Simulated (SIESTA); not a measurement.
**InAg3 under changes of volume**

One of the cells (20.260 Å³/atom); the others are scaled copies at fixed shape and fractional positions:

```
In Ag
1.0
     1.56218   -2.61334    0.00000
     1.56218    2.61334    0.00000
     0.00000    0.00000    9.92525
In Ag
1 3
Direct
  0.00000 0.00000 0.00000
  0.50000 0.50000 0.25713
  0.00000 0.00000 0.50000
  0.50000 0.50000 0.74287
```

The cell comes from a database or a generator and needn't be the stable form of this composition.

```yaml
Program: SIESTA 5.4.2
Functional: PBEsol
Potentials_or_basis: PseudoDojo 0.4 standard (PBEsol files)
Basis: DZP (energy shift 0.003 Ry; two zetas on semicore shells)
Grid_cutoff: 800 Ry
Energy_shift: 0.003 Ry
k_mesh: 10 × 10 × 3
Occupations: fermi-dirac, width 0.05 eV
Spin: no spin polarisation
```

```tsv
volume (Å³/atom)	energy over the lowest point (meV/atom)	pressure (GPa)	largest force (eV/Å)
18.671	0.00	-1.1	0.065
19.068	4.91	-2.9	0.090
19.466	13.93	-4.4	0.109
20.260	42.05	-6.8	0.142
20.657	60.32	-7.8	0.160
21.055	?	?	?
```

**Question.** What does the run at 21.055 Å³/atom give?

**Answer.** Energy over the lowest point 80.83 meV/atom; pressure -8.7 GPa; largest force 0.173 eV/Å.

Worked out: A Birch-Murnaghan fit of order 3 (a polynomial in V^(-2/3)) to the other rows has its minimum at 18.45 Å³/atom, just outside them, with B0 = V·E''(V) = 94 GPa and B' = 5.4 at fixed shape and positions, which overstates the stiffness. It gives 80.95 meV/atom at 21.055 Å³/atom, against the run's 80.83, and -dE/dV = -8.7 GPa, against -8.7.

Energies are extrapolated to zero smearing.

Caveats: short orbitals over semicore shells can move pressures by several GPa; the basis of atomic orbitals isn't converged, which shifts pressures, moduli and gaps.
